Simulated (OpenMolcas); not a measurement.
**Sm³⁺ among point charges: CASSCF levels and susceptibility**

How does a field of 6 point charges split the states of Sm³⁺, and what χT follows?

Method: state-averaged CASSCF, spin-orbit coupling by RASSI with atomic mean-field integrals. Code: OpenMolcas 26.06.

### 1 Starting point

- Species: Sm³⁺ (samarium, Z = 62, 59 electrons)
- Basis: ANO-RCC-VDZP [7s6p4d2f1g], 68 functions
- Scalar Hamiltonian: DKH2, point nucleus
- Inactive shells: 1s 2s 2p 3s 3p 3d 4s 4p 4d 5s 5p
- Active space: 5 electrons in 7 orbitals (4f)
- Some configurations of this space: 4f⁵
- Orbitals: optimised for the highest spin of each parity, averaged over all roots

The outer shells:

4f5
```
4f [↑ ][↑ ][↑ ][↑ ][↑ ][  ][  ]
```

The ion sits among 6 point charges of -2 e arranged as an octahedron (Oh), 2.45 Å from the ion.

The work runs as a chain of OpenMolcas steps in one folder; each step below is one input file. Labels, J, g values, rates, χT and fits are worked out afterwards by a script from the matrices that RASSI stores. The input lists half of the charges; inversion (Group=XYZ) makes the rest.

### 2 Basis and integrals

Contents of a.inp:

```
&GATEWAY
Coord
1

Sm 0.0 0.0 0.0
Basis=ANO-RCC-VDZP
Group=XYZ
NoMove
AngMom=0.0 0.0 0.0
AMFI
XField
3 Angstrom 0
2.450000 0.000000 0.000000 -2.000000
0.000000 2.450000 0.000000 -2.000000
0.000000 0.000000 2.450000 -2.000000
&SEWARD
```

Command:

```sh
OMP_NUM_THREADS=1 MOLCAS_MEM=2252 MOLCAS_PROJECT=a pymolcas a.inp > a.log
```

### 3 CASSCF: sextets of odd parity, 21 roots

Contents of a.inp:

```
&RASSCF
FileOrb=start.orb
Symmetry=2
Spin=6
nActEl=5 0 0
Inactive=15 12
Ras2=0 7
CIRoot=21 21 1
SDav=21
CIMx=300
Iter=120 100
PrWF=0.3
OrbListing=Nothing
MaxOrb=0
>>> COPY $Project.JobIph JOB001
```

start.orb holds the contracted functions of the basis, ordered by shell, or the orbitals of the step before.

### 4 CASSCF: quartets of odd parity, 162 roots

Contents of a.inp:

```
&RASSCF
FileOrb=start.orb
Symmetry=2
Spin=4
nActEl=5 0 0
Inactive=15 12
Ras2=0 7
CIRoot=162 162 1
SDav=224
CIMx=300
Iter=120 100
PrWF=0.3
OrbListing=Nothing
MaxOrb=0
CIOnly
>>> COPY $Project.JobIph JOB002
```

### 5 Reference wave functions, doublets of odd parity, 162 roots

Contents of a.inp:

```
&RASSCF
FileOrb=start.orb
Symmetry=2
Spin=2
nActEl=5 0 0
Inactive=15 12
Ras2=0 7
CIRoot=162 162 1
SDav=490
CIMx=300
Iter=120 100
PrWF=0.3
OrbListing=Nothing
MaxOrb=0
CIOnly
>>> COPY $Project.JobIph JOB003
```

### 6 State interaction with spin-orbit coupling

Contents of a.inp:

```
&RASSI
NrOfJobIphs=3 21 108 41
1 2 3 4 5 6 7 8 9 10 11 12 13 14 15 16 17 18 19 20 21
1 2 3 4 5 6 7 8 9 10 11 12 13 14 15 16 17 18 19 20 21 22 23 24 25 26 27
28 29 30 31 32 33 34 35 36 37 38 39 40 41 42 43 44 45 46 47 48 49 50 51
52 53 54 55 56 57 58 59 60 61 62 63 64 65 66 67 68 69 70 71 72 73 74 75
76 77 78 79 80 81 82 83 84 85 86 87 88 89 90 91 92 93 94 95 96 97 98 99
100 101 102 103 104 105 106 107 108
1 2 3 4 5 6 7 8 9 10 11 12 13 14 15 16 17 18 19 20 21 22 23 24 25 26 27
28 29 30 31 32 33 34 35 36 37 38 39 40 41
IphNames
JOB001
JOB002
JOB003
EJob
SpinOrbit
DIPRint=1.0
SOCoupling=1000.0
Subsets=2
Property=9
'ANGMOM' 1 'ANGMOM' 2 'ANGMOM' 3 'MLTPL  1' 1 'MLTPL  1' 2 'MLTPL  1' 3
'AMFI' 1 'AMFI' 2 'AMFI' 3
SOProperty=3
'ANGMOM' 1 'ANGMOM' 2 'ANGMOM' 3
```

**Question.** What will these runs give? Wanted: spin-free ground state; first state of the same spin within the active space; lowest level; next level.

As calculated:

| quantity | value |
| --- | --- |
| method | CASSCF |
| spin-free ground state | 6T1, 3-fold in its orbital part |
| first state of the same spin within the active space | 6E at 82.4 cm⁻¹ |
| lowest level | 2-fold Γ7, g = 0.05, 0.05, 0.05 |
| next level | 146.3 cm⁻¹ |
| χT at 300 K | 0.30 cm³ K/mol |
| effective moment at 300 K | 1.56 μB |

What this shows: The spin-free ground state (6T1) comes to 100 % from free-ion H terms and keeps the highest spin of the shell. The quartets, doublets rest on orbitals optimised for another spin in at least one step, which raises them against the optimised states. Not all states of the active space went into the spin-orbit step. High states of lower spin are left out of the spin-orbit mixing, and CASSCF puts spin-flip levels too high. This is an electrostatic model: the charges have no orbitals.
